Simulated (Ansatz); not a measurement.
This script makes an atomisation energy of CH3BBr2, SMILES CB(Br)Br with Ansatz 0.2.0 through its Python package.

Script `run_tae.py`:
```python
from collections import Counter
import logging
import sys

import ansatz as az
from ase import Atoms

logging.basicConfig(stream=sys.stdout, format='%(name)s: %(message)s')
log = logging.getLogger('ansatz_job')
log.setLevel(logging.INFO)


def single_point(molecule, charge=0, unpaired=0):
    calc = molecule.calculation().basis(gaussian='6-31G*').functional('cam_b3lyp')
    if charge:
        calc = calc.charge(charge)
    if unpaired:
        calc = calc.spin('collinear', total=unpaired)
    return calc.run(threads=1).report['free_energy_ev']


def main() -> None:
    atoms = Atoms(['C', 'B', 'Br', 'Br', 'H', 'H', 'H'], positions=[
        (0.043, 0.7551, 0.0514),
        (-0.0168, -0.7873, -0.0473),
        (1.5299, -1.8245, 0.5969),
        (-1.5177, -1.7377, -0.8132),
        (0.104, 1.1044, 1.0812),
        (0.8462, 1.2134, -0.551),
        (-0.9273, 1.2087, -0.3637),
    ])
    mol = az.Crystal.molecule_from_ase(atoms)

    unpaired = {'C': 2, 'B': 1, 'Br': 1, 'H': 1}
    counts = Counter(site.symbol for site in mol.cartesian_sites)
    atom_energy = {s: single_point(az.Crystal.molecule().atom(s, (0, 0, 0)), 0, unpaired[s]) for s in counts}
    whole = single_point(mol, 0, 0)
    for s, e in atom_energy.items():
        log.info(f'{s:2s} x{counts[s]}  {e:14.5f} eV')
    log.info(f'CH3BBr2: {whole:.5f} eV')
    split = sum(counts[s] * e for s, e in atom_energy.items()) - whole
    log.info(f'atomisation energy (no zero-point term): {23.060548 * split:.1f} kcal/mol, {split / sum(counts.values()):.3f} eV an atom')


if __name__ == '__main__':
    main()
```

What does it cost to take this molecule apart into atoms?

584.8 kcal/mol from the electronic energies, without the zero-point term.

The run itself:

`python run_tae.py` gives:
```text
ansatz_job: C  x1     -1029.23364 eV
ansatz_job: B  x1      -670.24236 eV
ansatz_job: Br x2    -70040.40942 eV
ansatz_job: H  x3       -13.51936 eV
ansatz_job: CH3BBr2: -141846.21348 eV
ansatz_job: atomisation energy (no zero-point term): 584.8 kcal/mol, 3.623 eV an atom
```

Total energies depend on the basis set; only differences at equal settings carry meaning. The geometry is a force-field or estimated start, not a minimum of this method, and the basis set is short of its limit. All parts are taken at fixed geometry, without zero-point energy. The spin-orbit lowering of heavy atoms is left out. Timing: 7.1 s on 1 thread of Arm Neoverse V1, with other jobs on the host, peak memory 0.35 GiB.

(Lines on the test bed's own set-up are left out of the output.)
